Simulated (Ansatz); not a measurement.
# HBr (singlet): wave-function methods side by side at distance Br1–H2 = 1.702 Å, cc-pVDZ

How much of the correlation energy of HBr (singlet) does each wave-function method recover here?

Method: cc-pVDZ, core rule «outside noble gas», up to 14 orbitals frozen; program: Ansatz 0.2.0, Gaussian basis.

Plan: UHF; CCSD(T) on RHF; BCCD(T) on RHF; CISD; CCSDT(Q) on RHF; CISDTQ; CCSDTQ on RHF; CASSCF and MRCISD+Q, 2 electrons in 2 orbitals; CASSCF and NEVPT2, 2 electrons in 2 orbitals; CASSCF and MRCISD+Q, 8 electrons in 5 orbitals; CASSCF and NEVPT2, 8 electrons in 5 orbitals; Full CI.

16 further runs of the same task are left out: 13 that didn't finish, 3 set aside as unsound or not needed.

### Step 1. The geometry

The geometry derives from a PBE0/def2-TZVP stationary point (not a proven minimum). One bond is set to the value named and the two fragments are kept rigid. No spin-orbit coupling is included. The filled d shell of Br may be among the frozen orbitals whatever the setting's name suggests; the logs give the count.

2 atoms, charge 0, spin multiplicity 1.

Atoms are counted from 1 here; the program's logs count them from 0.

Bond lengths: Br1–H2 1.702 Å.

### Step 2. UHF

The input, in.yaml:

```yaml
crystal:
  periodic: [false, false, false]
  atoms:
    - {symbol: Br, position_ang: [0.000000, 0.000000, 0.000000]}
    - {symbol: H, position_ang: [0.000000, 0.000000, 1.702000]}
basis:
  gaussian: {orbitals: cc-pVDZ}
magnetization: {spin_polarized: true, initial_magnetization: 0}
hamiltonian: {xc: hf}
output: {orbitals: {seedname: orbitals}}
```

The run is started by

```bash
$ ansatz run in.yaml --threads 1 --pin off --events-out ev --progress --plain --max-ram 2393MiB
```

Further steps of the session: CCSD(T) on RHF; BCCD(T) on RHF; CISD; CCSDT(Q) on RHF; CISDTQ; CCSDTQ on RHF; CASSCF and MRCISD+Q, 2 electrons in 2 orbitals; CASSCF and NEVPT2, 2 electrons in 2 orbitals; CASSCF and MRCISD+Q, 8 electrons in 5 orbitals; CASSCF and NEVPT2, 8 electrons in 5 orbitals; Full CI.

Q: Predict the results of all the runs planned. Wanted: FCI below the RHF energy; RMP2 from FCI; RCCSD from FCI; RCCSD(T) from FCI; RCCSDT(Q) from FCI; NEVPT2 pair from FCI; NEVPT2 valence from FCI; MRCISD+Q valence from FCI; T1 diagnostic.

**Answer**, as computed:

```
                         quantity                                                                    value
         FCI below the RHF energy                                                               -4.0494 eV
                    RMP2 from FCI                                                          +12.87 kcal/mol
                   RCCSD from FCI                                                           +1.93 kcal/mol
                RCCSD(T) from FCI                                                           +0.38 kcal/mol
               RCCSDT(Q) from FCI                                                           +0.02 kcal/mol
             NEVPT2 pair from FCI                                                           +9.55 kcal/mol
          NEVPT2 valence from FCI                                                          +16.83 kcal/mol
        MRCISD+Q valence from FCI                                                           -0.30 kcal/mol
levels within 1 kcal/mol (43 meV)  RCCSD(T), BCCD(T), RCCSDT, CISDTQ, RCCSDT(Q), RCCSDTQ, MRCISD+Q valence
                    T1 diagnostic                                                                    0.008
   effectively unpaired electrons                                                                     0.05
```

**Reading.** RCCSD(T) lands +0.38 kcal/mol from the yardstick (0.4 % of the correlation energy). MRCISD+Q valence falls below full CI: the +Q correction isn't variational, and the cores differ from full CI's. One determinant dominates. Of the multireference levels listed MRCISD+Q valence comes nearest in total energy (-0.30 kcal/mol), which doesn't show that its space is the better one. These misses are within one basis, not against nature.
